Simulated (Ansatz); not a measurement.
# Ga2SnO: the cost of one run

Program: Ansatz 0.2.0. Level of theory: DFT PBE, scalar-relativistic, plane waves, PAW, unless a step names another level. These are calculated values, not measurements.

11 further runs of the same task are left out: 2 that didn't finish, 9 set aside as unsound or not needed.

## (1) What the formula suggests

Pauling electronegativities: Ga 1.81, Sn 1.96, O 3.44 (spread 1.63). The formula balances with common oxidation states: Ga +3, O -2, Sn -4. Tabulated atomic sizes suggest about 18 Å³/atom. 35 candidates were drawn, by swapping species into database cells of other compounds, at random by space group and Wyckoff sites, or by hand, as the table says:

| name | made from | space group no. | Wyckoff sites | atoms (primitive cell) | V (Å³/atom) |
| --- | --- | --- | --- | --- | --- |
| c01 | random | 123 | Ga 1a, 1c; Sn 1b; O 1d | 4 | 18.3 |
| c02 | built by hand: anion-ordered chalcopyrite (anti-CuFeS2) | 122 | Ga 8d; Sn 4a; O 4b | 8 | 17.7 |
| c03 | database cell of SrMg2Pd | 63 | Ga 8f; Sn 4c; O 4c | 8 | 23.8 |
| c04 | random | 166 | Ga 6c; Sn 3b; O 3a | 4 | 20.8 |
| c05 | built by hand: CuAu-ordered zincblende | 115 | Ga 2g; Sn 1a; O 1c | 4 | 17.7 |
| c06 | database cell of LiErO2 | 141 | Ga 8e; Sn 4a; O 4b | 8 | 17.3 |
| c07 | random | 139 | Ga 4c; Sn 2a; O 2b | 4 | 20.6 |
| c08 | random | 191 | Ga 2d; Sn 1a; O 1b | 4 | 19.5 |
| c09 | database cell of LiSmS2 | 166 | Ga 6c; Sn 3a; O 3b | 4 | 18.4 |
| c10 | database cell of CaAgO2 | 123 | Ga 1a, 1d; Sn 1c; O 1b | 4 | 16.0 |
| c11 | random | 123 | Ga 1b, 1d; Sn 1a; O 1c | 4 | 19.2 |
| c12 | random | 123 | Ga 4j; Sn 2f; O 2g | 8 | 21.5 |
| c13 | random | 136 | Ga 4f; Sn 2b; O 2a | 8 | 20.6 |
| c14 | random | 71 | Ga 4j; Sn 2d; O 2c | 4 | 22.9 |
| c15 | random | 139 | Ga 4c; Sn 2b; O 2a | 4 | 18.0 |
| c16 | database cell of NbInS2 | 187 | Ga 2g; Sn 1a; O 1d | 4 | 17.6 |
| c17 | random | 156 | Ga 1c, 1c; Sn 1a; O 1b | 4 | 19.3 |
| c18 | database cell of ScHO2 | 194 | Ga 4f; Sn 2a; O 2c | 8 | 17.2 |
| c19 | database cell of Ca2TlCd | 123 | Ga 2g; Sn 1d; O 1c | 4 | 20.1 |
| c20 | random | 65 | Ga 2d, 2a; Sn 2c; O 2b | 4 | 19.5 |
| c21 | random | 164 | Ga 2d, 1b, 1a; Sn 2d; O 2c | 8 | 22.6 |
| c22 | built by hand: anti-alpha-NaFeO2 | 166 | Ga 6c; Sn 3a; O 3b | 4 | 17.7 |
| c23 | database cell of NbInSe2 | 187 | Ga 2i; Sn 1b; O 1e | 4 | 18.2 |
| c24 | database cell of LiBiO2 | 129 | Ga 2c, 2c; Sn 2c; O 2b | 8 | 16.9 |
| c25 | database cell of Ti2NiPd | 25 | Ga 1b, 1a; Sn 1c; O 1d | 4 | 20.5 |
| c26 | random | 160 | Ga 3a, 3a; Sn 3a; O 3a | 4 | 21.5 |
| c27 | random | 99 | Ga 1a, 1a; Sn 1b; O 1a | 4 | 19.6 |
| c28 | database cell of ZnCu2Ni | 123 | Ga 2e; Sn 1c; O 1a | 4 | 17.0 |
| c29 | database cell of LiTiS2 | 164 | Ga 2d; Sn 1a; O 1b | 4 | 16.1 |
| c30 | random | 71 | Ga 4i; Sn 2a; O 2b | 4 | 21.9 |
| c31 | database cell of TlGaTe2 | 140 | Ga 8h; Sn 4a; O 4b | 8 | 18.9 |
| c32 | database cell of InGaSe2 | 108 | Ga 8c; Sn 4a; O 4b | 8 | 19.8 |
| c33 | random | 191 | Ga 2e; Sn 1a; O 1b | 4 | 20.4 |
| c34 | random | 191 | Ga 2e; Sn 1b; O 1a | 4 | 22.1 |
| c35 | built by hand: layer-ordered wurtzite | 156 | Ga 1b, 1a; Sn 1a; O 1b | 4 | 17.8 |

## (2) Screening run of c05

Contents of input.yaml:

```yaml
crystal:
  lattice:
    - [3.69, 0.0, 0.0]
    - [0.0, 3.69, 0.0]
    - [0.0, 0.0, 5.21]
  atoms:
    - { symbol: Ga, position: [0.5, 0.0, 0.7] }
    - { symbol: Ga, position: [0.0, 0.5, 0.3] }
    - { symbol: Sn, position: [0.0, 0.0, 0.0] }
    - { symbol: O, position: [0.5, 0.5, 0.5] }
basis:
  ecutwfc: 420
kpoints:
  mp_grid: { grid: [4, 4, 3] }
hamiltonian:
  xc: pbe
scf:
  occupations: { method: gaussian, width: 0.15 }
  lower_state_search: "off"
output:
  forces: true
  stress: true
  eigenvalues: true
relax:
  adjacent_minimum: "off"
  f_tol: 0.08
  max_steps: 16
  cell: { stress_tol: 0.8 }
```

Launch:

```bash
> ansatz run input.yaml --threads 1 --pin off --max-ram 2560MiB --backend cpu --events-out ev --progress --plain --runs-dir out
```

What time and memory should one allow on 1 thread of Intel Xeon 6975P-C (Granite Rapids), shared host?

About 10 s, with a peak of 0.38 GiB.
